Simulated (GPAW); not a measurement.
# BN (P6_3/mmc) in GPAW: single point with LDA

Aim: the single point of BN with LDA.

Everything below comes from runs of GPAW 26.7.0. Logs are shortened: lines on timing, memory, paths and dates and some standing lists are left out, and cuts for length are marked. The log counts tension as positive stress, the text compression.

### 1 The structure

The structure is hexagonal, space group P6_3/mmc (No. 194). The conventional cell has a = 2.498 Å, b = 2.498 Å, c = 6.636 Å, α = 90.00°, β = 90.00°, γ = 120.00°. B (site symmetry -6m2) is surrounded by 3 N at 1.44 Å. N (site symmetry -6m2) is surrounded by 3 B at 1.44 Å.

### 2 Single point, LDA

run.py reads:

```python
from ase import Atoms
from ase.dft.bandgap import bandgap
from ase.io import write
from ase.units import GPa
from gpaw import GPAW, PW

atoms = Atoms(['B', 'B', 'N', 'N'],
              cell=[[2.49824, 0.0, 0.0],
                    [-1.24912, 2.1635393048, 0.0],
                    [0.0, 0.0, 6.6357]],
              scaled_positions=[[0.3333333333, 0.6666666667, 0.25],
                                [0.6666666667, 0.3333333333, 0.75],
                                [0.3333333333, 0.6666666667, 0.75],
                                [0.6666666667, 0.3333333333, 0.25]],
              pbc=True)

calc = GPAW(mode=PW(500),
            xc='LDA',
            kpts={'size': (10, 10, 4), 'gamma': True},
            occupations={'name': 'fermi-dirac', 'width': 0.05},
            nbands=18,
            maxiter=120,
            txt='gpaw.txt')
atoms.calc = calc
energy = atoms.get_potential_energy()
forces = atoms.get_forces()
stress = atoms.get_stress()
calc.write('gs.gpw')
write('result.traj', atoms)
print(f'Energy: {energy:.6f} eV')
print('Forces (eV/A):')
print(forces.round(4))
print('Stress (GPa):', (stress / GPa).round(3))
print('Fermi level:', round(calc.get_fermi_level(), 4), 'eV')
print(f'Gap: {bandgap(calc)[0]:.4f} eV, direct: {bandgap(calc, direct=True)[0]:.4f} eV')
```

Potentials or basis: the program's PAW data sets (release 1.2.1) made for this functional, pw.

Command:

```sh
> OMP_NUM_THREADS=1 python run.py
```

gpaw.txt:

```text
__  _  _
 | _ |_)|_||  |
 |__||  | ||/\| - 26.7.0

Input parameters:
  mode=PW(ecut=500.0),
  kpts=MonkhorstPack(size=(10, 10, 4), gamma=True),
  maxiter=120,
  nbands=18,
  occupations=Occupations(name='fermi-dirac', width=0.05),
  xc=XC(name='LDA')

Diagonalizing LCAO Hamiltonian
Converting LCAO to pw mode

        N B

        B N

Atoms  # Å, Bohr magnetons
|   | symbol |         x |        y |        z |    initial magnetic moments |
|---|--------|-----------|----------|----------|-----------------------------|
| 0 |      B | -0.000000 | 1.442360 | 1.658925 | ( 0.0000,  0.0000,  0.0000) |
| 1 |      B |  1.249120 | 0.721180 | 4.976775 | ( 0.0000,  0.0000,  0.0000) |
| 2 |      N | -0.000000 | 1.442360 | 4.976775 | ( 0.0000,  0.0000,  0.0000) |
| 3 |      N |  1.249120 | 0.721180 | 1.658925 | ( 0.0000,  0.0000,  0.0000) |

Unit cell  # Å
| periodic |         x |        y |        z |  lengths |     angles |
|----------|-----------|----------|----------|----------|------------|
|      yes |  2.498240 | 0.000000 | 0.000000 | 2.498240 |  90.000000 |
|      yes | -1.249120 | 2.163539 | 0.000000 | 2.498240 |  90.000000 |
|      yes |  0.000000 | 0.000000 | 6.635700 | 6.635700 | 120.000000 |

Number of symmetries: 12
Symmetry operations  # r_c * U_cc + t_c -> r_c
|    | kind |            matrix            |
|----|------|------------------------------|
|  0 |  σ   |  1, 1, 0,  0,-1, 0,  0, 0, 1 |
|  1 |  S6  |  1, 1, 0, -1, 0, 0,  0, 0,-1 |
|  2 |  E   |  1, 0, 0,  0, 1, 0,  0, 0, 1 |
|  3 |  C2  |  1, 0, 0, -1,-1, 0,  0, 0,-1 |
|  4 |  C2  |  0, 1, 0,  1, 0, 0,  0, 0,-1 |
|  5 |  C3  |  0, 1, 0, -1,-1, 0,  0, 0, 1 |
|  6 |  S6  |  0,-1, 0,  1, 1, 0,  0, 0,-1 |
|  7 |  σ   |  0,-1, 0, -1, 0, 0,  0, 0, 1 |
|  8 |  σ   | -1, 0, 0,  1, 1, 0,  0, 0, 1 |
|  9 |  i   | -1, 0, 0,  0,-1, 0,  0, 0,-1 |
| 10 |  C3  | -1,-1, 0,  1, 0, 0,  0, 0, 1 |
| 11 |  C2  | -1,-1, 0,  0, 1, 0,  0, 0,-1 |

BZ-sampling:
  Number of BZ points: 400
  Number of IBZ points: 50

  Monkhorst-Pack size: [10, 10, 4]
  Monkhorst-Pack shift: [0.05, 0.05, 0.125]

K-points  # in reciprocal-cell coordinates
|     |                                coordinates |     weight |
|-----|--------------------------------------------|------------|
|   0 | (  0.00000000,   0.00000000,   0.00000000) | 0.00250000 |
|   1 | (  0.00000000,   0.00000000,   0.25000000) | 0.00500000 |
|   2 | (  0.00000000,   0.00000000,   0.50000000) | 0.00250000 |
|   3 | (  0.10000000,   0.00000000,  -0.25000000) | 0.01500000 |
|   4 | (  0.10000000,   0.00000000,   0.00000000) | 0.01500000 |
|   5 | (  0.10000000,   0.00000000,   0.25000000) | 0.01500000 |
|   6 | (  0.10000000,   0.00000000,   0.50000000) | 0.01500000 |
|   7 | (  0.20000000,  -0.10000000,   0.00000000) | 0.01500000 |
|   8 | (  0.20000000,  -0.10000000,   0.25000000) | 0.03000000 |
|   9 | (  0.20000000,  -0.10000000,   0.50000000) | 0.01500000 |
| ... |                                            |            |
|  49 | (  0.50000000,   0.50000000,   0.50000000) | 0.00750000 |

Plane wave coefficients: 928
Cutoff: 500.0 eV

Spin-components: 1 (collinear spins)
Bands:           18
Projectors:      20
Spin-degeneracy: 2
Datatype:        complex128

Parallelization:
  kpt:    1
  domain: 1
  band:   1

Density:
  Valence electrons: 16.0
  Components: 1
  Grid points: [14 14 35]
  Charge: 0.0  # |e|

Potential:
  Grid points: [14 14 35]

species:
  B:
    name:    Boron
    Z:       5.0
    valence: 3
    core:    2
    charge:  0.0  # [|e|]
    compensation charges:
      type: gauss
      rc: 0.20  # [Å]
      lmax: 2
    cutoffs:
      filter: 1.14  # [Å]
      core: 1.42  # [Å]
    projectors
    | kind |    occ | energy [eV] | rcut [Å] |
    |------|--------|-------------|----------|
    |   2s |  2.000 |      -9.383 |    0.635 |
    |   2p |  1.000 |      -3.714 |    0.635 |
    |    s |        |      17.828 |    0.635 |
    |    p |        |      23.498 |    0.635 |
    |    d |        |       0.000 |    0.635 |

    Using partial waves for B as LCAO basis

  N:
    name:    Nitrogen
    Z:       7.0
    valence: 5
    core:    2
    charge:  0.0  # [|e|]
    compensation charges:
      type: gauss
      rc: 0.18  # [Å]
      lmax: 2
    cutoffs:
      filter: 1.11  # [Å]
      core: 0.96  # [Å]
    projectors
    | kind |    occ | energy [eV] | rcut [Å] |
    |------|--------|-------------|----------|
    |   2s |  2.000 |     -18.420 |    0.603 |
    |   2p |  3.000 |      -7.237 |    0.529 |
    |    s |        |       8.791 |    0.603 |
    |    p |        |      19.974 |    0.529 |
    |    d |        |       0.000 |    0.577 |

    Using partial waves for N as LCAO basis

Reference energy: -4266.977455  # eV

eigensolver:
  PPCG
  Converge bands: occupied
  niter=2

density mixing:
  MSR1-Mixer
  Pratt-step length: 0.05
  Maximum mixing coefficient: 0.75
  Old densities: 10
  SVD Regularization: 0.005
  Good broyden scale: 1.0
  Trust region scale: 1.0
  Backstep threshold: 4.0
  History deletion threshold: 6.0
  Fourier metric: weight=20.0, sigma=0.015

occupation numbers:
  Fermi-Dirac:
    width: 0.0500  # eV

poisson solver:
  ecut: 4000.0  # eV

xc functional:
  name: None

convergence criteria:
- Maximum [total energy] change in last 3 cyles: 0.0005 eV / valence electron
- Maximum integral of absolute [dens]ity change: 0.0001 electrons / valence electron
- Maximum integral of absolute [eigenst]ate change: 4e-08 eV^2 / valence electron
maximum number of iterations: 120

SCF iterations
|iter     | |      energy | eigst |  dens |
|---------|-|-------------|-------|-------|
|iter:   1| |  -40.578989 | +0.45 |       |
|iter:   2| |  -39.970053 | -1.35 | -0.65 |
|iter:   3| |  -37.462278 | -0.86 | -0.70 |
|iter:   4| |  -37.390647 | -2.30 | -1.34 |
|iter:   5| |  -37.382941 | -3.15 | -1.74 |
|iter:   6| |  -37.382736c| -4.59 | -2.35 |
|iter:   7| |  -37.382737c| -6.21 | -3.50 |
|iter:   8| |  -37.382737c| -7.54c| -4.05c|

Converged in 8 steps
Energy contributions relative to reference atoms: (reference = -4266.977455)

Energy contributions:
  Kinetic:          29.940191
  Coulomb:         -28.978462
  Zero:             -0.137965
  External:          0.000000
  Xc:              -38.206501
  Entropy:          -0.000000
  Spinorbit:         0.000000
  ----------------------------
  Free energy:     -37.382737
  Extrapolated:    -37.382737

dipole moment: (0.000001, 0.000002, 0.000007)  # |e|*Ang

Fermi level: 4.899
Eigenvalues  # (at kpt = [0.000, 0.000, 0.000])
| band index |      eig [eV] | occ [0-2] |
|------------|---------------|-----------|
|          0 |       -13.916 |     2.000 |
|          1 |       -13.605 |     2.000 |
|          2 |        -2.546 |     2.000 |
|          3 |        -0.320 |     2.000 |
|          4 |         2.493 |     2.000 |
|          5 |         2.493 |     2.000 |
|          6 |         2.575 |     2.000 |
|          7 |         2.575 |     2.000 |
|          8 |         8.723 |     0.000 |
|          9 |        13.964 |     0.000 |
|         10 |        15.312 |     0.000 |
|         11 |        15.312 |     0.000 |
|         12 |        15.431 |     0.000 |
|         13 |        15.431 |     0.000 |
|         14 |        16.163 |     0.000 |
|         15 |        16.839 |     0.000 |
|        ... |               |           |
|         17 |        20.192 |     0.000 |

Gap: 4.017 eV
Transition (v -> c):
  (s=0, k=33, n=7, [0.40, 0.30, 0.00]) -> (s=0, k=47, n=8, [0.50, 0.50, 0.00])
Direct/indirect transitions are different
Direct gap: 4.504 eV
Transition at: (s=0, k=36, n=7, [0.40, 0.40, 0.00])

Forces  # eV/Ang
|        x |       y |        z |
|----------|---------|----------|
|  0.00000 | 0.00000 |  0.00321 |  # B    0
|  0.00000 | 0.00000 | -0.00321 |  # B    1
| -0.00000 | 0.00000 | -0.02257 |  # N    2
| -0.00000 | 0.00000 |  0.02257 |  # N    3

Stress tensor  # eV/Ang^3
|        x |         y |         z |
|----------|-----------|-----------|
| 0.167048 |  0.000000 |  0.000000 |
| 0.000000 |  0.167048 | -0.000000 |
| 0.000000 | -0.000000 |  0.154736 |

# Writing to gs.gpw (mode='')
```

It took 15 s on 1 thread of Intel Xeon Platinum 8375C at 2.90GHz (Ice Lake), shared host; peak memory 0.15 GiB.

The run converged, but some of its settings lie outside the range that counts as converged, so its numbers aren't taken as properties of the crystal.

Results:

| Property | Result |
| --- | --- |
| Free energy | -37.3827 eV |
| Pressure | -26.1 GPa |
| Largest force | 0.023 eV/Å |
| Band gap on the k mesh | 4.02 eV, indirect (least direct gap 4.50 eV) |

Caveat: the cutoff is short for stress and forces, so pressures can be off by a GPa or more.
